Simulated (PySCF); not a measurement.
# H6HfO4 (Hf(O)(H2O)32+): the cost of one run

Method: r2SCAN, Hf def2-SVP with ECP60, O def2-SVP, H def2-SVP; scalar-relativistic core potentials, no spin–orbit coupling; program: PySCF 2.14.0.

3 further runs of the same task are left out: 2 for a known fault of the program, 1 set aside as unsound or not needed.

## 1. Where the work starts

11 atoms, charge 2, spin multiplicity 1.

Bond lengths: Hf1–O2 1.724 Å, O3–H4 0.980 Å, O3–H5 0.980 Å, O6–H7 0.976 Å, O6–H8 0.976 Å, O9–H10 0.980 Å, O9–H11 0.980 Å. Angles: H4–O3–H5 103.9°, H7–O6–H8 103.1°, H10–O9–H11 103.9°.

Coordinates:

```xyz
11
H6HfO4
Hf    0.1624    0.0000    0.0000
O     1.8862    0.0000    0.0000
O    -0.0128    2.2397    0.0000
H     0.1530    2.8204    0.7716
H     0.1530    2.8204   -0.7716
O    -2.2942    0.0000    0.0000
H    -2.9014    0.0000    0.7644
H    -2.9014    0.0000   -0.7644
O    -0.0128   -2.2397    0.0000
H     0.1530   -2.8204    0.7716
H     0.1530   -2.8204   -0.7716
```

Formal oxidation states: Hf +4. An earlier session relaxed this geometry at r2SCAN, Hf def2-SVP with ECP60, O def2-SVP, H def2-SVP (singlet, point group C2v).

Its energy there is -351.614842 Eh.

## 2. Atoms moved at random, σ = 0.03 Å

File run.py (the lines that set the calculation):

```python
mol = gto.M(atom='''
Hf     0.13424    -0.01390     0.00721
O      1.87371     0.01002     0.00630
O     -0.01097     2.30160     0.00455
H      0.05148     2.84893     0.75692
H      0.13437     2.80131    -0.77517
O     -2.28585     0.00205     0.00605
H     -2.81739    -0.04858     0.75397
H     -2.94655    -0.01768    -0.79266
O      0.02149    -2.22929     0.00766
H      0.18908    -2.84250     0.77138
H      0.19424    -2.81196    -0.74620''',
    basis={'Hf': 'def2-SVP', 'O': 'def2-SVP', 'H': 'def2-SVP'},
    ecp={'Hf': 'def2-SVP'},
    charge=2, spin=0)
mf = dft.RKS(mol, xc='R2SCAN')
mf.grids.atom_grid = (50, 194)
mf = mf.density_fit()  # fitting sets: Hf def2-universal-JKFIT, O def2-universal-JKFIT, H def2-universal-JKFIT
mf.conv_tol = 1e-08; mf.max_cycle = 55
mf.kernel(dm0)  # dm0: the density of the relaxed state
```

Started as:

```sh
> OMP_NUM_THREADS=2 python run.py
```

**Question.** How long does this run take on 2 threads of AMD EPYC 7R43 (Zen 3), shared host?

About 12 s.
